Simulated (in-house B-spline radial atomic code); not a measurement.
# Pr¹⁰⁺: ionisation energy by several methods

The task here is to estimate one member of a computed series from the others.

Program: in-house B-spline radial atomic code version 1. Level of theory: scalar-relativistic (X2C), several functionals, spin-polarised, exact exchange averaged over the configuration; spherical all-electron atom at the radial basis limit. These are calculated values, not measurements, unless marked.

## The system

```
element       : praseodymium (Z = 59)
charge        : +10
electrons     : 49
configuration : [Kr] 4d10 5s2 5p1
nucleus       : Fermi, rms radius 4.892 fm
```

The outer shells:

[Kr] 4d10 5s2 5p1
```
[Kr] core
4d [↑↓][↑↓][↑↓][↑↓][↑↓]
5s [↑↓]
5p [↑ ][  ][  ]
```

Where spins are not typed, each open shell is filled with up spins first.

The first run:

The run's settings:

```ini
Z = 59
electrons = 49.0
configuration = [Kr] 4d10 5s2 5p1
hamiltonian = x2c
method = lc_wpbe
spin_polarised = True
nucleus = fermi
rms_radius = 4.8919
mass_number = 141
atomic_mass = 140.907659604
speed_of_light = 137.035999084
exact_exchange = averaged over the configuration
```

Run with:

```bash
> python run_scf.py task.json out
```

One command runs all members of the session, one after another, from task.json.

Steps of the session up to this table: LC-ωPBE, a range-separated hybrid; TPSSh, a global hybrid; r2SCAN0, a global hybrid; HSE06, a range-separated hybrid; PBE0, a global hybrid; CAM-B3LYP, a range-separated hybrid.

One table of the session follows, with a row left open; its other results are not shown here.

```
   method  ΔSCF (eV)
    TPSSh          ?
  r2SCAN0     159.48
     PBE0     159.73
  LC-ωPBE     159.97
    HSE06     159.80
CAM-B3LYP     160.13
```

Estimate the missing values for TPSSh.

As computed: ΔSCF (eV): 159.46. In the column «ΔSCF (eV)» it is the lowest.
